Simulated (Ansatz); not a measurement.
**SiBr− (quintet): the correlation ladder, aug-cc-pVDZ**

Aim: climb from Hartree-Fock through coupled cluster and multireference methods for SiBr− (quintet) at one geometry and basis, and see what each rung misses.

Method: aug-cc-pVDZ, core rule «outside noble gas», up to 19 orbitals frozen; program: Ansatz 0.2.0, Gaussian basis.

The runs, in order: UHF; CCSD(T) on ROHF; CCSD(T) on UHF; BCCD(T) on ROHF; CISD; CCSDT(Q) on ROHF; CCSDT(Q) on UHF; CASSCF and MRCISD+Q, 12 electrons in 8 orbitals; CASSCF and NEVPT2, 12 electrons in 8 orbitals.

22 further runs of the same task are left out: 2 for a known fault of the program, 8 that didn't finish, 12 set aside as unsound or not needed.

**1. The system**

The geometry is a PBE0/def2-TZVPD stationary point (not a proven minimum) of the parent state, kept for this charge and spin. No spin-orbit coupling is included. The filled d shell of Br may be among the frozen orbitals whatever the setting's name suggests; the logs give the count.

2 atoms, charge -1, spin multiplicity 5.

Atoms are counted from 1 here; the program's logs count them from 0.

Bond lengths: Si1–Br2 2.426 Å.

**2. UHF**

in.yaml reads:

```yaml
crystal:
  periodic: [false, false, false]
  atoms:
    - {symbol: Si, position_ang: [0.000000, 0.000000, 0.000000]}
    - {symbol: Br, position_ang: [0.000000, 0.000000, 2.426100]}
basis:
  gaussian: {orbitals: aug-cc-pVDZ}
total_charge: -1
magnetization: {spin_polarized: true, initial_magnetization: 4}
hamiltonian: {xc: hf}
output: {orbitals: {seedname: orbitals}}
```

On the command line:

```sh
$ ansatz run in.yaml --threads 1 --pin off --events-out ev --progress --plain --max-ram 2393MiB
```

The runs that follow: CCSD(T) on ROHF; CCSD(T) on UHF; BCCD(T) on ROHF; CISD; CCSDT(Q) on ROHF; CCSDT(Q) on UHF; CASSCF and MRCISD+Q, 12 electrons in 8 orbitals; CASSCF and NEVPT2, 12 electrons in 8 orbitals.

Before running them: what should the planned runs give, taken together? Wanted: UCCSDT(Q) below the RHF energy; RMP2 from UCCSDT(Q); UMP2 from UCCSDT(Q); RCCSD from UCCSDT(Q); RCCSD(T) from UCCSDT(Q); UCCSD(T) from UCCSDT(Q); RCCSDT(Q) from UCCSDT(Q); NEVPT2 valence from UCCSDT(Q); MRCISD+Q valence from UCCSDT(Q).

As calculated:

| quantity | value |
| --- | --- |
| UCCSDT(Q) below the RHF energy | -5.6692 eV |
| RMP2 from UCCSDT(Q) | +847.3 meV |
| UMP2 from UCCSDT(Q) | +858.1 meV |
| RCCSD from UCCSDT(Q) | +240.8 meV |
| RCCSD(T) from UCCSDT(Q) | +46.2 meV |
| UCCSD(T) from UCCSDT(Q) | +45.9 meV |
| RCCSDT(Q) from UCCSDT(Q) | +2.5 meV |
| NEVPT2 valence from UCCSDT(Q) | +1532.0 meV |
| MRCISD+Q valence from UCCSDT(Q) | +206.0 meV |
| levels within 1 kcal/mol (43 meV) | RCCSDT, UCCSDT, RCCSDT(Q) |
| T1 diagnostic | 0.041 |
| effectively unpaired electrons | 4.00 |

**Reading.** RCCSD(T) misses by +46.2 meV, 0.8 % of the correlation energy. The occupations are near whole numbers, but T1 = 0.041 shows that the orbitals relax strongly. Of the multireference levels listed MRCISD+Q valence comes nearest in total energy (+206.0 meV), which doesn't show that its space is the better one. These misses are within one basis, not against nature; the frozen cores of restricted and unrestricted runs differ, which can shift their rows.
